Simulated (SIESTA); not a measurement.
# AlNi3 under changes of volume

One of the cells (10.778 Å³/atom); the others are scaled copies at fixed shape and fractional positions:

```
Ni Al
1.0
     0.00000    2.78308    2.78308
     2.78308    0.00000    2.78308
     2.78308    2.78308    0.00000
Ni Al
3 1
Direct
  0.75000 0.75000 0.75000
  0.00000 0.00000 0.00000
  0.25000 0.25000 0.25000
  0.50000 0.50000 0.50000
```

The cell comes from a database or a generator and needn't be the stable form of this composition.

* Program: SIESTA 5.4.2
* Functional: PBEsol
* Potentials or basis: PseudoDojo 0.4 standard (PBEsol files)
* Basis: DZP (energy shift 0.003 Ry; two zetas on semicore shells)
* Grid cutoff: 800 Ry
* Energy shift: 0.003 Ry
* k mesh: 8 × 8 × 8
* Occupations: fermi-dirac, width 0.05 eV
* Spin: collinear spin, ferromagnetic start
* Starting moments: [1.0, 1.0, 1.0, 0.0] μB

```csv
volume (Å³/atom),energy over the lowest point (meV/atom),pressure (GPa)
10.338,?,?
10.558,9.75,9.6
10.778,0.19,4.4
11.218,0.00,-3.6
11.438,7.26,-6.8
```

Problem. What does the run at 10.338 Å³/atom give?

Solution. Energy over the lowest point 25.74 meV/atom; pressure 14.4 GPa.

Worked out: A Birch-Murnaghan fit of order 2 (a polynomial in V^(-2/3)) to the other rows has its minimum at 11.01 Å³/atom with B0 = V·E''(V) = 203 GPa. It gives 25.78 meV/atom at 10.338 Å³/atom, against the run's 25.74, and -dE/dV = 14.4 GPa, against 14.4.

Energies are extrapolated to zero smearing.

Caveats: short orbitals over semicore shells can move pressures by several GPa; the basis of atomic orbitals isn't converged, which shifts pressures, moduli and gaps.
